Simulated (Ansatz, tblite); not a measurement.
# Ge(vinyl)(OEt)3 (C₈H₁₈GeO₃): a ladder of methods and basis sets

An exercise on one series of results from a longer session: the logs are not shown, and one member is left open.

Program: Ansatz 0.2.0, Gaussian basis. Level of theory: as each input shows. These are calculated values, not measurements.

Levels to be run: GFN1-xTB, GFN2-xTB, PBE-D4/def2-TZVP, r2SCAN-D4/def2-TZVP, B97M-V/def2-TZVP, revPBE-D4/def2-TZVP, PBE-D4/def2-SVP, PBE0-D4/def2-SVP, HF/STO-3G, HF/6-31G, B3LYP-D4/6-31G, MP2/def2-SVP, RPA/def2-SVP.

5 further runs of the same task are left out: 3 that didn't finish, 2 set aside as unsound or not needed. Runs told in other sessions of the task aren't counted.

## The relaxed structure

The singlet was relaxed beforehand with r2SCAN-D4/def2-SVP.

30 atoms, charge 0, spin multiplicity 1.

Bond lengths: Ge1–C2 1.919 Å, Ge1–O7 1.764 Å, Ge1–O15 1.783 Å, Ge1–O23 1.776 Å, C2–C3 1.340 Å, C2–H4 1.097 Å, C3–H5 1.096 Å, C3–H6 1.097 Å, O7–C8 1.424 Å, C8–C9 1.517 Å, C8–H10 1.106 Å, C8–H11 1.104 Å, C9–H12 1.102 Å, C9–H13 1.102 Å, C9–H14 1.102 Å, O15–C16 1.423 Å, C16–C17 1.517 Å, C16–H18 1.105 Å and more. Angles: C2–Ge1–O7 112.2°, C2–Ge1–O15 116.5°, C2–Ge1–O23 104.1°, O7–Ge1–O15 103.3°, O7–Ge1–O23 113.1°, O15–Ge1–O23 107.9°, Ge1–C2–C3 121.3°, Ge1–C2–H4 118.3°, C3–C2–H4 120.4°, C2–C3–H5 121.2°, C2–C3–H6 121.6°, H5–C3–H6 117.2°, Ge1–O7–C8 123.1°, O7–C8–C9 112.5°, O7–C8–H10 110.7°, O7–C8–H11 105.9°, C9–C8–H10 109.8°, C9–C8–H11 110.3° and more.

PBE0-D4/def2-TZVP was run before; its log isn't repeated, and its numbers join the tables.

Set-up of the first run:

Tight binding, by tblite at 300 K electronic temperature and without a spin-polarisation term:

```python
tblite.interface.Calculator('GFN1-xTB', numbers, positions, charge=0, uhf=0).singlepoint()
```

Tight binding, by tblite at 300 K electronic temperature and without a spin-polarisation term:

```python
tblite.interface.Calculator('GFN2-xTB', numbers, positions, charge=0, uhf=0).singlepoint()
```

start.molden holds the orbitals of an earlier run on this state, given as this run's starting guess.

Input file in.yaml:

```yaml
crystal:
  periodic: [false, false, false]
  atoms:
    - {symbol: Ge, position_ang: [0.302337, 0.058632, 0.868254]}
    - {symbol: C, position_ang: [-0.463497, -0.006885, 2.626375]}
    - {symbol: C, position_ang: [-1.201627, -1.051710, 3.025429]}
    - {symbol: H, position_ang: [-0.288906, 0.839515, 3.302419]}
    - {symbol: H, position_ang: [-1.376749, -1.908330, 2.365079]}
    - {symbol: H, position_ang: [-1.648104, -1.091872, 4.026605]}
    - {symbol: O, position_ang: [2.029318, 0.417739, 0.907383]}
    - {symbol: C, position_ang: [2.639737, 1.391639, 0.066215]}
    - {symbol: C, position_ang: [2.820001, 0.899128, -1.356719]}
    - {symbol: H, position_ang: [2.053544, 2.329182, 0.065977]}
    - {symbol: H, position_ang: [3.620963, 1.612198, 0.521879]}
    - {symbol: H, position_ang: [3.374535, 1.639197, -1.956703]}
    - {symbol: H, position_ang: [3.380768, -0.049100, -1.371644]}
    - {symbol: H, position_ang: [1.840668, 0.740776, -1.835656]}
    - {symbol: O, position_ang: [-0.348324, 1.296670, -0.237093]}
    - {symbol: C, position_ang: [-1.736922, 1.303040, -0.546522]}
    - {symbol: C, position_ang: [-2.501408, 2.260777, 0.348031]}
    - {symbol: H, position_ang: [-1.831448, 1.611574, -1.603785]}
    - {symbol: H, position_ang: [-2.164344, 0.281749, -0.473917]}
    - {symbol: H, position_ang: [-3.562158, 2.313055, 0.053512]}
    - {symbol: H, position_ang: [-2.454094, 1.937805, 1.400585]}
    - {symbol: H, position_ang: [-2.070557, 3.271926, 0.279423]}
    - {symbol: O, position_ang: [-0.063175, -1.536152, 0.178284]}
    - {symbol: C, position_ang: [0.278497, -1.855107, -1.163093]}
    - {symbol: C, position_ang: [-0.361887, -3.177952, -1.524815]}
    - {symbol: H, position_ang: [-0.067577, -1.059357, -1.853844]}
    - {symbol: H, position_ang: [1.379224, -1.919437, -1.271704]}
    - {symbol: H, position_ang: [-0.107200, -3.467257, -2.556559]}
    - {symbol: H, position_ang: [-0.013632, -3.969462, -0.843341]}
    - {symbol: H, position_ang: [-1.458013, -3.111982, -1.440068]}
basis:
  gaussian: {orbitals: def2-TZVP, initial_orbitals: start.molden}
hamiltonian: {xc: pbe, dispersion: d4}
scf: {omitted_lower_state_checks: [starts]}
output: {orbitals: {seedname: orbitals}}
```

Run with:

```
$ ansatz run in.yaml --threads 4 --pin off --events-out ev --progress --plain --max-ram 6963MiB
```

Among the steps run: PBE-D4/def2-TZVP; r2SCAN-D4/def2-TZVP; B97M-V/def2-TZVP; revPBE-D4/def2-TZVP; PBE-D4/def2-SVP; PBE0-D4/def2-SVP; HF/STO-3G; HF/6-31G; B3LYP-D4/6-31G; MP2/def2-SVP; RPA/def2-SVP.

One of the session's tables, all rows but one given; the rest of the session is left out.

It belongs to the step «Binding energy». 

```
              level  binding an atom (eV)
          HF/STO-3G                 3.657
           HF/6-31G                 2.855
        HF/def2-SVP                 3.071
    PBE-D4/def2-SVP                 4.256
   PBE-D4/def2-TZVP                 4.217
revPBE-D4/def2-TZVP                 4.116
r2SCAN-D4/def2-TZVP                 4.142
   B97M-V/def2-TZVP                 4.130
     B3LYP-D4/6-31G                 4.044
   PBE0-D4/def2-SVP                 4.184
  PBE0-D4/def2-TZVP                 4.145
       MP2/def2-SVP                     ?
```

Estimate the missing values for MP2/def2-SVP.

**Answer.** binding an atom (eV): 4.003. In the column «binding an atom (eV)» it lies between HF/STO-3G (3.657) and B3LYP-D4/6-31G (4.044).

To keep in mind: Free atoms were run apart at each level; binding is atoms less cluster, divided by the number of atoms, without zero-point or spin-orbit terms.
